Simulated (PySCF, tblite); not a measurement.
# thioanisole (C₇H₈S): a rotation path, then NMR shifts on frames, part 2 of 2

tblite 0.8.0 and PySCF 2.14.0. Atoms count from 0. Earlier steps stand in the parts before.

**5. Shielding tensors: image 4, PBE0/pcSseg-1**

The job: settings as JSON, then the geometry in Å.

```
{"job": {"kind": "nmr", "xc": "PBE0", "basis": "pcSseg-1", "pop": false}, "charge": 0, "multiplicity": 1}
C     -2.850400    -0.334200    -0.164200
S     -1.679900    -0.156000    -1.548800
C     -0.149400     0.001800    -0.630100
C      0.627700    -1.121700    -0.402700
C      1.837300    -0.995400     0.257400
C      2.268800     0.249100     0.684800
C      1.483800     1.368100     0.462100
C      0.272800     1.248200    -0.197200
H     -3.840600    -0.344600    -0.608100
H     -2.665300    -1.269100     0.357200
H     -2.749900     0.511600     0.509200
H      0.285800    -2.084200    -0.751100
H      2.448100    -1.869200     0.429200
H      3.219500     0.347600     1.187900
H      1.822500     2.339600     0.790600
H     -0.338300     2.117500    -0.387700
```

Level: GIAO PBE0/pcSseg-1 NMR shielding, non-relativistic, gas phase.

What it wrote:

```text
coarse grid: 14192 points
cycle   1  E = -669.1453385249  dE =  1.247e+00  |g| = 3.327e-01  |ddm| = 3.955e+00
cycle   2  E = -669.1508931506  dE = -5.555e-03  |g| = 3.224e-01  |ddm| = 8.474e-01
cycle   3  E = -669.1771316086  dE = -2.624e-02  |g| = 4.769e-02  |ddm| = 3.378e-01
cycle   4  E = -669.1774883676  dE = -3.568e-04  |g| = 3.324e-02  |ddm| = 1.004e-01
cycle   5  E = -669.1777799100  dE = -2.915e-04  |g| = 9.336e-03  |ddm| = 4.961e-02
cycle   6  E = -669.1778025942  dE = -2.268e-05  |g| = 2.120e-03  |ddm| = 1.413e-02
cycle   7  E = -669.1778035492  dE = -9.550e-07  |g| = 2.233e-04  |ddm| = 2.292e-03
final grid: 133184 points
cycle   8  E = -669.2278239973  dE = -2.781e-05  |g| = 8.884e-03  |ddm| = 4.682e-02
cycle   9  E = -669.2278151497  dE =  8.848e-06  |g| = 1.070e-02  |ddm| = 2.130e-02
cycle  10  E = -669.2278442199  dE = -2.907e-05  |g| = 7.168e-04  |ddm| = 1.218e-02
cycle  11  E = -669.2278443245  dE = -1.046e-07  |g| = 3.366e-04  |ddm| = 1.080e-03
cycle  12  E = -669.2278443536  dE = -2.907e-08  |g| = 8.079e-05  |ddm| = 4.279e-04
cycle  13  E = -669.2278443553  dE = -1.730e-09  |g| = 2.403e-05  |ddm| = 1.270e-04
cycle  14  E = -669.2278443554  dE = -1.319e-10  |g| = 6.599e-06  |ddm| = 3.015e-05
converged SCF energy = -669.2278443554

GIAO shielding tensors (ppm)
atom      isotropic    diamagn.    paramagn.     s11        s22        s33       span
  0 C      158.192     249.515     -91.323    138.763    151.128    184.684     45.921
  1 S      490.036    1056.513    -566.478    332.489    401.567    736.051    403.562
  2 C       41.092     260.602    -219.510    -55.200     20.449    158.026    213.226
  3 C       44.609     250.354    -205.745    -60.773     38.879    155.723    216.496
  4 C       52.328     254.038    -201.710    -57.412     38.591    175.805    233.217
  5 C       52.648     253.460    -200.812    -58.916     36.453    180.407    239.323
  6 C       52.023     254.000    -201.976    -58.111     38.405    175.777    233.888
  7 C       44.849     250.497    -205.648    -59.988     37.532    157.004    216.992
  8 H       29.635      28.327       1.308     25.288     25.669     37.948     12.661
  9 H       29.157      30.153      -0.997     23.884     28.095     35.491     11.607
 10 H       29.393      30.427      -1.034     24.153     28.635     35.390     11.237
 11 H       23.679      32.136      -8.457     19.557     22.435     29.043      9.486
 12 H       24.094      30.228      -6.134     20.620     24.555     27.108      6.488
 13 H       24.085      29.681      -5.596     20.849     24.625     26.781      5.932
 14 H       24.070      30.278      -6.208     20.600     24.484     27.126      6.527
 15 H       23.702      32.121      -8.419     19.581     22.398     29.128      9.547
```

Run time: 80 s. Hardware: 1 thread, shared host.

This run: δ C2 145.8, C3 142.3, C7 142.1, C6 134.9, H11 8.04, H15 8.01 ppm.

**6. NMR shieldings: image 6, PBE0/pcSseg-1**

The job: settings as JSON, then the geometry in Å.

```
{"job": {"kind": "nmr", "xc": "PBE0", "basis": "pcSseg-1", "pop": false}, "charge": 0, "multiplicity": 1}
C     -2.891000     0.012700    -0.210200
S     -1.677900    -0.749900    -1.330800
C     -0.145600    -0.315600    -0.544200
C      0.862800    -1.270400    -0.515900
C      2.074500    -0.976400     0.079800
C      2.286900     0.266700     0.652800
C      1.286700     1.222500     0.606200
C      0.075700     0.940100     0.001500
H     -3.866000    -0.173000    -0.648000
H     -2.822300    -0.461500     0.764600
H     -2.720400     1.081100    -0.134800
H      0.682900    -2.238200    -0.957800
H      2.852500    -1.724500     0.105500
H      3.228100     0.491300     1.131400
H      1.449800     2.199600     1.036300
H     -0.684200     1.704500    -0.047700
```

With the program's defaults for keys left out, this is: GIAO PBE0/pcSseg-1 NMR shielding, non-relativistic, gas phase.

What it wrote:

```text
coarse grid: 14192 points
cycle   1  E = -669.1431745886  dE =  1.273e+00  |g| = 3.448e-01  |ddm| = 3.967e+00
cycle   2  E = -669.1454794384  dE = -2.305e-03  |g| = 3.510e-01  |ddm| = 8.758e-01
cycle   3  E = -669.1765652038  dE = -3.109e-02  |g| = 5.813e-02  |ddm| = 3.766e-01
cycle   4  E = -669.1772102975  dE = -6.451e-04  |g| = 3.627e-02  |ddm| = 1.143e-01
cycle   5  E = -669.1775577796  dE = -3.475e-04  |g| = 9.987e-03  |ddm| = 5.077e-02
cycle   6  E = -669.1775838701  dE = -2.609e-05  |g| = 2.009e-03  |ddm| = 1.503e-02
cycle   7  E = -669.1775847136  dE = -8.436e-07  |g| = 2.554e-04  |ddm| = 2.136e-03
final grid: 133184 points
cycle   8  E = -669.2275331952  dE = -3.122e-05  |g| = 9.255e-03  |ddm| = 4.596e-02
cycle   9  E = -669.2275224142  dE =  1.078e-05  |g| = 1.134e-02  |ddm| = 2.153e-02
cycle  10  E = -669.2275552270  dE = -3.281e-05  |g| = 6.423e-04  |ddm| = 1.279e-02
cycle  11  E = -669.2275553179  dE = -9.087e-08  |g| = 3.034e-04  |ddm| = 1.248e-03
cycle  12  E = -669.2275553410  dE = -2.311e-08  |g| = 9.196e-05  |ddm| = 3.898e-04
cycle  13  E = -669.2275553433  dE = -2.289e-09  |g| = 2.283e-05  |ddm| = 1.292e-04
cycle  14  E = -669.2275553434  dE = -1.105e-10  |g| = 8.061e-06  |ddm| = 3.156e-05
converged SCF energy = -669.2275553434

GIAO shielding tensors (ppm)
atom      isotropic    diamagn.    paramagn.     s11        s22        s33       span
  0 C      164.158     251.112     -86.955    144.543    162.147    185.783     41.241
  1 S      498.357    1056.381    -558.023    354.152    416.129    724.791    370.639
  2 C       39.482     261.644    -222.161    -52.213     15.827    154.833    207.046
  3 C       51.161     249.825    -198.664    -53.111     44.826    161.769    214.880
  4 C       53.218     253.736    -200.517    -55.830     39.060    176.426    232.256
  5 C       56.238     253.508    -197.270    -50.780     40.701    178.793    229.572
  6 C       52.593     253.293    -200.700    -58.780     40.117    176.442    235.222
  7 C       54.181     252.858    -198.678    -52.487     39.343    175.686    228.174
  8 H       29.642      28.258       1.384     24.656     26.591     37.678     13.022
  9 H       29.212      30.388      -1.176     24.397     27.320     35.919     11.522
 10 H       28.917      31.240      -2.323     23.193     28.066     35.490     12.297
 11 H       24.021      31.764      -7.743     19.837     23.000     29.226      9.390
 12 H       24.220      29.734      -5.514     20.798     24.889     26.973      6.175
 13 H       24.354      29.768      -5.414     21.109     25.182     26.772      5.662
 14 H       24.148      30.744      -6.597     20.705     24.478     27.259      6.553
 15 H       24.129      33.510      -9.381     19.428     22.441     30.517     11.089
```

Run time: 85 s. Hardware: 1 thread, shared host.

Key values: δ C2 147.4, C3 135.8, C6 134.3, C4 133.7, H11 7.70, H15 7.59 ppm.

**7. Nuclear shieldings: image 8, PBE0/pcSseg-1**

The job: settings as JSON, then the geometry in Å.

```
{"job": {"kind": "nmr", "xc": "PBE0", "basis": "pcSseg-1", "pop": false}, "charge": 0, "multiplicity": 1}
C     -2.923200     0.181600    -0.394900
S     -1.736000    -1.113900    -0.851600
C     -0.180700    -0.495300    -0.281200
C      0.923400    -1.316800    -0.496000
C      2.177500    -0.914500    -0.084600
C      2.346300     0.309000     0.545600
C      1.248800     1.123500     0.757500
C     -0.014000     0.729700     0.347700
H     -3.891100    -0.180400    -0.728100
H     -2.931900     0.315500     0.683000
H     -2.680000     1.108300    -0.907100
H      0.780900    -2.267900    -0.986600
H      3.027800    -1.558000    -0.255300
H      3.327400     0.622800     0.869000
H      1.368300     2.079400     1.246700
H     -0.851100     1.385900     0.524700
```

Level: GIAO PBE0/pcSseg-1 NMR shielding, non-relativistic, gas phase.

What it wrote:

```text
coarse grid: 14192 points
cycle   1  E = -669.1426061121  dE =  1.279e+00  |g| = 3.535e-01  |ddm| = 3.989e+00
cycle   2  E = -669.1418876217  dE =  7.185e-04  |g| = 3.737e-01  |ddm| = 9.090e-01
cycle   3  E = -669.1773416521  dE = -3.545e-02  |g| = 6.430e-02  |ddm| = 4.054e-01
cycle   4  E = -669.1782089324  dE = -8.673e-04  |g| = 3.703e-02  |ddm| = 1.209e-01
cycle   5  E = -669.1785689340  dE = -3.600e-04  |g| = 1.040e-02  |ddm| = 4.852e-02
cycle   6  E = -669.1785971957  dE = -2.826e-05  |g| = 1.980e-03  |ddm| = 1.489e-02
cycle   7  E = -669.1785980239  dE = -8.283e-07  |g| = 3.204e-04  |ddm| = 2.142e-03
final grid: 133184 points
cycle   8  E = -669.2290482394  dE = -3.624e-05  |g| = 9.458e-03  |ddm| = 5.599e-02
cycle   9  E = -669.2290366449  dE =  1.159e-05  |g| = 1.162e-02  |ddm| = 2.182e-02
cycle  10  E = -669.2290711879  dE = -3.454e-05  |g| = 7.808e-04  |ddm| = 1.296e-02
cycle  11  E = -669.2290713344  dE = -1.465e-07  |g| = 3.447e-04  |ddm| = 1.526e-03
cycle  12  E = -669.2290713652  dE = -3.086e-08  |g| = 9.753e-05  |ddm| = 4.233e-04
cycle  13  E = -669.2290713677  dE = -2.487e-09  |g| = 2.501e-05  |ddm| = 1.277e-04
cycle  14  E = -669.2290713679  dE = -1.412e-10  |g| = 7.045e-06  |ddm| = 2.869e-05
converged SCF energy = -669.2290713679

GIAO shielding tensors (ppm)
atom      isotropic    diamagn.    paramagn.     s11        s22        s33       span
  0 C      168.634     252.077     -83.443    160.278    162.840    182.783     22.505
  1 S      490.357    1056.621    -566.264    348.052    399.716    723.302    375.249
  2 C       38.650     261.264    -222.614    -50.156     11.631    154.475    204.632
  3 C       56.434     250.000    -193.566    -47.200     49.346    167.157    214.358
  4 C       53.227     253.481    -200.254    -57.073     39.775    176.981    234.054
  5 C       58.657     253.520    -194.862    -48.280     45.605    178.646    226.927
  6 C       52.100     252.926    -200.826    -60.231     40.046    176.487    236.718
  7 C       62.009     252.745    -190.737    -44.222     50.233    180.015    224.237
  8 H       29.445      27.960       1.486     24.129     26.781     37.427     13.298
  9 H       29.269      31.007      -1.738     24.729     26.674     36.404     11.675
 10 H       29.244      30.974      -1.731     24.686     26.632     36.413     11.727
 11 H       24.252      31.566      -7.314     19.765     23.287     29.703      9.938
 12 H       24.193      29.517      -5.324     20.748     24.884     26.947      6.199
 13 H       24.439      29.702      -5.263     21.122     25.357     26.838      5.715
 14 H       24.137      30.770      -6.634     20.579     24.425     27.407      6.828
 15 H       24.732      34.697      -9.965     19.761     23.326     31.110     11.348
```

Wall time 76 s (1 thread, shared host).

This run: δ C2 148.3, C6 134.8, C4 133.7, C3 130.5, H14 7.58, H12 7.52 ppm.

**8. Comparing the runs: NMR shifts**

Shifts (ppm) of some atoms, chosen among heavy atoms and hydrogens apart, with basis size and wall time:

```csv
frame,C7,C5,C3,C0,H15,H11,S1,functions,time
image 0,130.5,128.3,124.9,18.2,7.47,6.99,13,183,91 s
image 2,137.0,131.7,135.0,23.6,7.77,7.66,6,183,84 s
image 4,142.1,134.3,142.3,28.7,8.01,8.04,14,183,80 s
image 6,132.7,130.7,135.8,22.8,7.59,7.70,5,183,85 s
image 8,124.9,128.3,130.5,18.3,6.98,7.47,13,183,76 s
```

**9. What came out**

What follows sums up all 2 parts.

| quantity | value |
| --- | --- |
| barrier | 0.087 eV (2.0 kcal/mol) at image 4 |
| end to end (GFN2-xTB) | 0.000 eV |
| 13C shifts against TMS (PBE0/pcSseg-1, image 0) | 148.3, 134.8, 133.7, 130.5, 128.3, 124.9, 18.2 ppm |
| 1H shifts against TMS (PBE0/pcSseg-1, image 0) | 7.58, 7.52, 7.47, 7.28, 6.99, 2.46, 2.45, 2.27 ppm |
| 33S shifts against CS2 (PBE0/pcSseg-1, image 0) | 13 ppm |
| range of the shift of C3 | 124.9 to 142.3 ppm |

Along the band the dihedral turns by 179°, and the top (dihedral -87°) lies 2.0 kcal/mol above the start (GFN2-xTB, rough), so at room temperature this motion is fast. The top was not checked by a frequency run. Shifts at one fixed geometry are not the observed spectrum, which averages over the motion. In the first frame run (image 0): The largest span, 375 ppm, is at S1, where the paramagnetic term is -566 ppm. NICS(1)zz of -27 ppm above the planar ring from C2 marks a diatropic (aromatic) ring current. Across the 5 runs the shift of C3 moves most, between 124.9 (image 0) and 142.3 ppm (image 4).
